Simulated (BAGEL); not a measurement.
# doublet [Si2H3F3]+: levels of theory compared

Wanted: a comparison of 5 runs (UHF/STO-3G, UHF/3-21G, ROHF/6-31G*, UHF/6-31G*, ROHF/cc-pVDZ) of doublet [Si2H3F3]+. 

Program for the calculation: BAGEL 1.2.2.

13 further runs of the same task are left out: 1 that didn't finish, 12 set aside as unsound or not needed.

## (1) The system as given

The species is [Si2H3F3]+ (8 atoms), meant as a doublet with charge +1. SMILES of the parent species: `F[Si](F)(F)[SiH3]`. The coordinates come from a PBE0-D4/def2-TZVP relaxation. That shape belongs to the parent species and isn't relaxed for this state.

Bond lengths: F1–Si2 1.582 Å, Si2–F3 1.582 Å, Si2–F4 1.582 Å, Si2–Si5 2.328 Å, Si5–H6 1.484 Å, Si5–H7 1.484 Å, Si5–H8 1.484 Å. Some angles: F1–Si2–F3 107.0°, F1–Si2–F4 107.0°, F1–Si2–Si5 111.9°, F3–Si2–F4 107.0°, F3–Si2–Si5 111.9°, F4–Si2–Si5 111.9°, Si2–Si5–H6 108.7°, Si2–Si5–H7 108.7°, Si2–Si5–H8 108.7°, H6–Si5–H7 110.2°.

## (2) A single-point energy at UHF/STO-3G (density fitting with qzvpp-jkfit) (run 1)

Input file input.json:

```json
{ "bagel": [

{
  "title": "molecule",
  "basis": "sto-3g",
  "df_basis": "qzvpp-jkfit",
  "angstrom": "true",
  "geometry": [
    { "atom": "F", "xyz": [    1.310500,   -1.060500,    1.504800 ] },
    { "atom": "Si", "xyz": [    0.534400,   -0.990500,    0.128500 ] },
    { "atom": "F", "xyz": [   -0.479300,   -2.204500,    0.107900 ] },
    { "atom": "F", "xyz": [    1.595600,   -1.255900,   -1.013900 ] },
    { "atom": "Si", "xyz": [   -0.550700,    1.050400,   -0.152600 ] },
    { "atom": "H", "xyz": [   -1.525600,    1.227900,    0.951900 ] },
    { "atom": "H", "xyz": [    0.460600,    2.135800,   -0.122800 ] },
    { "atom": "H", "xyz": [   -1.253300,    1.040400,   -1.459500 ] }
  ]
},
{
  "title": "uhf",
  "charge": 1,
  "nopen": 1
},
{
  "title": "print",
  "file": "orbitals.molden",
  "orbitals": "true"
}

]}
```

Launch:

```console
BAGEL_NUM_THREADS=1 BAGEL input.json > input.out
```

What it wrote:

```text
* using 1 threads per process

  ===============================================================
  ===============================================================

  *** Geometry ***

  { "atom" : "F", "xyz" : [      2.476486,     -2.004055,      2.843660 ] },
  { "atom" : "Si", "xyz" : [      1.009870,     -1.871774,      0.242830 ] },
  { "atom" : "F", "xyz" : [     -0.905746,     -4.165901,      0.203901 ] },
  { "atom" : "F", "xyz" : [      3.015247,     -2.373307,     -1.915993 ] },
  { "atom" : "Si", "xyz" : [     -1.040672,      1.984968,     -0.288372 ] },
  { "atom" : "H", "xyz" : [     -2.882966,      2.320395,      1.798830 ] },
  { "atom" : "H", "xyz" : [      0.870408,      4.036077,     -0.232058 ] },
  { "atom" : "H", "xyz" : [     -2.368394,      1.966071,     -2.758055 ] },

  Number of auxiliary basis functions:      541

  Since a DF basis is specified, we compute 2- and 3-index integrals:
    o Being stored without compression. Storage requirement is 0.006 GB

  Number of basis functions:       36
  Number of electrons      :       58

    * METHOD: MOLECULE                             0.15

  *** Open-shell HF ***

  === Nuclear Repulsion ===
   316.5165101829

      * DIIS with orbital gradients will be used.

  === UHF iteration (sto-3g) ===
      0       -866.63356617          0.03717897           0.06
      1       -866.82543555          0.01088621           0.05
      2       -866.83948243          0.00267155           0.05
      3       -866.84118241          0.00090551           0.05
      4       -866.84192066          0.00039179           0.05
      5       -866.84214048          0.00015436           0.05
      6       -866.84217269          0.00003643           0.05
      7       -866.84217355          0.00001007           0.06
      8       -866.84217365          0.00000363           0.06
      9       -866.84217367          0.00000102           0.06
     10       -866.84217368          0.00000049           0.06
     11       -866.84217368          0.00000018           0.06
     12       -866.84217368          0.00000014           0.05
     13       -866.84217368          0.00000011           0.05
     14       -866.84217368          0.00000009           0.05
     15       -866.84217368          0.00000006           0.05
     16       -866.84217368          0.00000003           0.05
     17       -866.84217368          0.00000001           0.05
     18       -866.84217368          0.00000000           0.05
    * SCF iteration converged.

    * S^2 (UHF) is 0.7784

    * Permanent dipole moment:
           (    0.723435,    -1.360555,     0.187391) a.u.

    * METHOD: UHF                                  1.10

    * METHOD: PRINT                                0.00

  ===============================================================
```

It took 1.6 s on 1 thread of Intel Xeon 6975P-C (Granite Rapids), shared host.

## (3) The energy at UHF/3-21G (density fitting with qzvpp-jkfit) (run 2)

Input file input.json:

```json
{ "bagel" : [

{
  "title" : "molecule",
  "basis" : "3-21g",
  "df_basis" : "qzvpp-jkfit",
  "angstrom" : true,
  "geometry" : [
    { "atom" : "F", "xyz" : [    1.310500,   -1.060500,    1.504800 ] },
    { "atom" : "Si", "xyz" : [    0.534400,   -0.990500,    0.128500 ] },
    { "atom" : "F", "xyz" : [   -0.479300,   -2.204500,    0.107900 ] },
    { "atom" : "F", "xyz" : [    1.595600,   -1.255900,   -1.013900 ] },
    { "atom" : "Si", "xyz" : [   -0.550700,    1.050400,   -0.152600 ] },
    { "atom" : "H", "xyz" : [   -1.525600,    1.227900,    0.951900 ] },
    { "atom" : "H", "xyz" : [    0.460600,    2.135800,   -0.122800 ] },
    { "atom" : "H", "xyz" : [   -1.253300,    1.040400,   -1.459500 ] }
  ]
},
{ "title" : "uhf", "charge" : 1, "nopen" : 1 },
{ "title" : "print", "file" : "orbitals.molden", "orbitals" : true }

]}
```

Launch:

```console
BAGEL_NUM_THREADS=1 BAGEL input.json > input.out
```

What it wrote:

```text
* using 1 threads per process

  ===============================================================
  ===============================================================

  *** Geometry ***

  { "atom" : "F", "xyz" : [      2.476486,     -2.004055,      2.843660 ] },
  { "atom" : "Si", "xyz" : [      1.009870,     -1.871774,      0.242830 ] },
  { "atom" : "F", "xyz" : [     -0.905746,     -4.165901,      0.203901 ] },
  { "atom" : "F", "xyz" : [      3.015247,     -2.373307,     -1.915993 ] },
  { "atom" : "Si", "xyz" : [     -1.040672,      1.984968,     -0.288372 ] },
  { "atom" : "H", "xyz" : [     -2.882966,      2.320395,      1.798830 ] },
  { "atom" : "H", "xyz" : [      0.870408,      4.036077,     -0.232058 ] },
  { "atom" : "H", "xyz" : [     -2.368394,      1.966071,     -2.758055 ] },

  Number of auxiliary basis functions:      541

  Since a DF basis is specified, we compute 2- and 3-index integrals:
    o Being stored without compression. Storage requirement is 0.015 GB

  Number of basis functions:       59
  Number of electrons      :       58

    * METHOD: MOLECULE                             0.16

  *** Open-shell HF ***

  === Nuclear Repulsion ===
   316.5165101829

      * DIIS with orbital gradients will be used.

  === UHF iteration (3-21g) ===
      0       -872.72166069          0.05386115           0.10
      1       -872.91461911          0.03403790           0.09
      2       -872.96299342          0.02019662           0.09
      3       -872.98717196          0.00068958           0.10
      4       -872.98735642          0.00018836           0.10
      5       -872.98737853          0.00006246           0.10
      6       -872.98738371          0.00002792           0.11
      7       -872.98738496          0.00001300           0.11
      8       -872.98738526          0.00000278           0.11
      9       -872.98738527          0.00000152           0.10
     10       -872.98738527          0.00000057           0.10
     11       -872.98738528          0.00000020           0.10
     12       -872.98738528          0.00000010           0.10
     13       -872.98738528          0.00000006           0.10
     14       -872.98738528          0.00000002           0.10
     15       -872.98738528          0.00000001           0.10
    * SCF iteration converged.

    * S^2 (UHF) is 0.7583

    * Permanent dipole moment:
           (    1.339960,    -2.520633,     0.347057) a.u.

    * METHOD: UHF                                  1.70

    * METHOD: PRINT                                0.00

  ===============================================================
```

Wall time 2.2 s (1 thread of Intel Xeon 6975P-C (Granite Rapids), shared host); peak memory 0.11 GiB.

Runs 3 to 4 aren't shown in full; the table further down has their settings and results.

## (4) The energy at ROHF/cc-pVDZ (density fitting with qzvpp-jkfit) (run 5)

Input file input.json:

```json
{ "bagel" : [

{
  "title" : "molecule",
  "basis" : "cc-pvdz.json",
  "df_basis" : "qzvpp-jkfit",
  "angstrom" : true,
  "geometry" : [
    { "atom" : "F", "xyz" : [       1.310500,      -1.060500,       1.504800 ] },
    { "atom" : "Si", "xyz" : [       0.534400,      -0.990500,       0.128500 ] },
    { "atom" : "F", "xyz" : [      -0.479300,      -2.204500,       0.107900 ] },
    { "atom" : "F", "xyz" : [       1.595600,      -1.255900,      -1.013900 ] },
    { "atom" : "Si", "xyz" : [      -0.550700,       1.050400,      -0.152600 ] },
    { "atom" : "H", "xyz" : [      -1.525600,       1.227900,       0.951900 ] },
    { "atom" : "H", "xyz" : [       0.460600,       2.135800,      -0.122800 ] },
    { "atom" : "H", "xyz" : [      -1.253300,       1.040400,      -1.459500 ] }
  ]
},

{ "title" : "rohf", "charge" : 1, "nopen" : 1 },

{ "title" : "print", "file" : "orbitals.molden", "orbitals" : true }

]}
```

The basis set cc-pVDZ is read from a file made from the Basis Set Exchange's data (not shown).

Launch:

```console
BAGEL_NUM_THREADS=1 BAGEL input.json > input.out
```

What it wrote:

```text
* using 1 threads per process

  ===============================================================
  ===============================================================

  *** Geometry ***

  { "atom" : "F", "xyz" : [      2.476486,     -2.004055,      2.843660 ] },
  { "atom" : "Si", "xyz" : [      1.009870,     -1.871774,      0.242830 ] },
  { "atom" : "F", "xyz" : [     -0.905746,     -4.165901,      0.203901 ] },
  { "atom" : "F", "xyz" : [      3.015247,     -2.373307,     -1.915993 ] },
  { "atom" : "Si", "xyz" : [     -1.040672,      1.984968,     -0.288372 ] },
  { "atom" : "H", "xyz" : [     -2.882966,      2.320395,      1.798830 ] },
  { "atom" : "H", "xyz" : [      0.870408,      4.036077,     -0.232058 ] },
  { "atom" : "H", "xyz" : [     -2.368394,      1.966071,     -2.758055 ] },

  Number of auxiliary basis functions:      541

  Since a DF basis is specified, we compute 2- and 3-index integrals:
    o Being stored without compression. Storage requirement is 0.037 GB

  Number of basis functions:       93
  Number of electrons      :       58

    * METHOD: MOLECULE                             0.23

  *** Open-shell HF ***

  === Nuclear Repulsion ===
   316.5165101829

      * DIIS with orbital gradients will be used.

  === ROHF iteration (cc-pvdz.json) ===
      0       -877.38248732          0.03050399           0.20
      1       -877.56111713          0.02266793           0.19
      2       -877.63307269          0.01402366           0.23
      3       -877.68529001          0.00119718           0.18
      4       -877.68590961          0.00035030           0.18
      5       -877.68607573          0.00011645           0.17
      6       -877.68610895          0.00002313           0.17
      7       -877.68612312          0.00000510           0.17
      8       -877.68612455          0.00000101           0.18
      9       -877.68612477          0.00000036           0.17
     10       -877.68612475          0.00000014           0.17
     11       -877.68612476          0.00000005           0.17
     12       -877.68612476          0.00000002           0.18
     13       -877.68612476          0.00000001           0.18
    * SCF iteration converged.

    * S^2 (ROHF) is 0.7500

    * Permanent dipole moment:
           (    1.304404,    -2.453840,     0.337813) a.u.

    * METHOD: ROHF                                 2.73

    * METHOD: PRINT                                0.01

  ===============================================================
```

Run time: 3.3 s. Hardware: 1 thread of Intel Xeon 6975P-C (Granite Rapids), shared host; peak memory 0.15 GiB.

## (5) All runs side by side

| run | level | energy (Eh) | ⟨S²⟩ | wall time |
| --- | --- | --- | --- | --- |
| 1 | UHF/STO-3G (density fitting with qzvpp-jkfit) | -866.842174 | 0.778 | 1.6 s |
| 2 | UHF/3-21G (density fitting with qzvpp-jkfit) | -872.987385 | 0.758 | 2.2 s |
| 3 | ROHF/6-31G* (density fitting with qzvpp-jkfit, spherical functions) | -877.669312 | 0.750 | 2.9 s |
| 4 | UHF/6-31G* (density fitting with qzvpp-jkfit, spherical functions) | -877.671392 | 0.757 | 3.3 s |
| 5 | ROHF/cc-pVDZ (density fitting with qzvpp-jkfit) | -877.686125 | 0.750 | 3.3 s |

## (6) What came out

| quantity | value |
| --- | --- |
| run 5: total energy | -877.68612 Eh |
| run 5: ⟨S²⟩ | 0.750 |

**Reading.** In run 1 the basis is minimal, so the values are rough. All runs together took 13 s, the longest 3.3 s.
